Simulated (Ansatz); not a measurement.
**AlFH₄O₄Si: a ladder of functionals and wavefunction methods**

One table from this session's results is given with a row withheld; the runs are named, their logs left out.

Computed with Ansatz 0.2.0, Gaussian basis. Level: functionals in def2-TZVPP, the program's frozen cores in correlated methods.

The runs, in order: LDA (SPW92), PBE-D4, revPBE-D4, BLYP-D4, r2SCAN-D4, B97M-V, PBE0-D4, B3LYP-D4, r2SCANh-D4, r2SCAN0-D4, HSE06-D4, BHLYP-D4, CAM-B3LYP-D4, LC-ωPBE, ωB97X-V, ωB97M-V, B2PLYP, PBE-QIDH; CCSD(T)/def2-SVP; CCSD(T)/def2-TZVPP.

## The relaxed structure

All runs share one geometry, relaxed beforehand with PBE0-D4 in a triple-zeta def2 set.

SMILES `O[Si](O)(O)[O][AlH][F]`, 11 atoms, charge 0, spin multiplicity 1.

Atoms are counted from 1 here; the program's logs count them from 0.

Bond lengths: O1–Si2 1.638 Å, O1–H8 0.958 Å, Si2–O3 1.630 Å, Si2–O4 1.628 Å, Si2–O5 1.617 Å, O3–H9 0.958 Å, O4–H10 0.957 Å, O5–Al6 1.674 Å, Al6–F7 1.646 Å, Al6–H11 1.562 Å. Angles: Si2–O1–H8 116.5°, O1–Si2–O3 112.0°, O1–Si2–O4 113.1°, O1–Si2–O5 104.3°, O3–Si2–O4 103.2°, O3–Si2–O5 113.2°, O4–Si2–O5 111.3°, Si2–O3–H9 116.8°, Si2–O4–H10 116.8°, Si2–O5–Al6 152.2°, O5–Al6–F7 118.4°, O5–Al6–H11 121.9°, F7–Al6–H11 119.7°.

Geometry (Å):

| atom | x (Å) | y (Å) | z (Å) |
| --- | --- | --- | --- |
| O1 | -1.41690 | 0.58730 | -1.10858 |
| Si2 | -0.77289 | 0.06943 | 0.30618 |
| O3 | -0.57162 | 1.29017 | 1.36693 |
| O4 | -1.74069 | -0.96440 | 1.10844 |
| O5 | 0.61646 | -0.63905 | -0.12150 |
| Al6 | 2.21659 | -0.58595 | -0.61143 |
| F7 | 2.97461 | 0.87466 | -0.65417 |
| H8 | -2.29876 | 0.95976 | -1.06537 |
| H9 | -0.16094 | 2.08873 | 1.03368 |
| H10 | -1.78157 | -1.86206 | 0.77824 |
| H11 | 3.00111 | -1.87579 | -1.01172 |

The first run:

The input, in.yaml:

```yaml
crystal:
  periodic: [false, false, false]
  atoms:
    - {symbol: O, position_ang: [-1.416904, 0.587299, -1.108575]}
    - {symbol: Si, position_ang: [-0.772891, 0.069429, 0.306182]}
    - {symbol: O, position_ang: [-0.571624, 1.290174, 1.366929]}
    - {symbol: O, position_ang: [-1.740692, -0.964398, 1.108438]}
    - {symbol: O, position_ang: [0.616463, -0.639051, -0.121504]}
    - {symbol: Al, position_ang: [2.216593, -0.585950, -0.611433]}
    - {symbol: F, position_ang: [2.974609, 0.874658, -0.654167]}
    - {symbol: H, position_ang: [-2.298761, 0.959756, -1.065372]}
    - {symbol: H, position_ang: [-0.160939, 2.088726, 1.033685]}
    - {symbol: H, position_ang: [-1.781567, -1.862057, 0.778236]}
    - {symbol: H, position_ang: [3.001113, -1.875785, -1.011720]}
basis:
  gaussian: {orbitals: def2-TZVPP}
hamiltonian: {xc: lda}
output: {orbitals: {seedname: orbitals}}
```

Steps of the session up to this table: LDA; PBE-D4 (GGA); revPBE-D4 (GGA); BLYP-D4 (GGA); r2SCAN-D4 (meta-GGA); B97M-V (meta-GGA); PBE0-D4 (hybrid); B3LYP-D4 (hybrid); r2SCANh-D4 (hybrid); r2SCAN0-D4 (hybrid); HSE06-D4 (hybrid); BHLYP-D4 (hybrid); CAM-B3LYP-D4 (range-separated); LC-ωPBE (range-separated); ωB97X-V (range-separated); ωB97M-V (range-separated); B2PLYP (double hybrid); PBE-QIDH (double hybrid).

One of the session's tables, all rows but one given; the rest of the session is left out.

It belongs to the step «Frontier levels by functional». 

| functional | HOMO (eV) | gap (eV) |
| --- | --- | --- |
| LDA (SPW92) | -7.41 | 5.78 |
| PBE-D4 | -7.19 | 5.82 |
| revPBE-D4 | -7.11 | 5.85 |
| BLYP-D4 | -7.10 | 5.80 |
| r2SCAN-D4 | -7.60 | 6.63 |
| B97M-V | -7.69 | 6.43 |
| PBE0-D4 | ? | ? |
| B3LYP-D4 | -8.67 | 7.81 |
| r2SCANh-D4 | -8.25 | 7.54 |
| r2SCAN0-D4 | -9.25 | 8.90 |
| HSE06-D4 | -8.54 | 7.57 |
| BHLYP-D4 | -10.66 | 10.75 |
| CAM-B3LYP-D4 | -10.47 | 10.73 |
| LC-ωPBE | -11.84 | 13.27 |
| ωB97X-V | -11.48 | 12.77 |
| ωB97M-V | -11.42 | 12.36 |

Estimate the missing values for PBE0-D4.

The run gave: HOMO (eV): -8.95; gap (eV): 8.35. In the column «HOMO (eV)» it lies between r2SCAN0-D4 (-9.25) and B3LYP-D4 (-8.67).
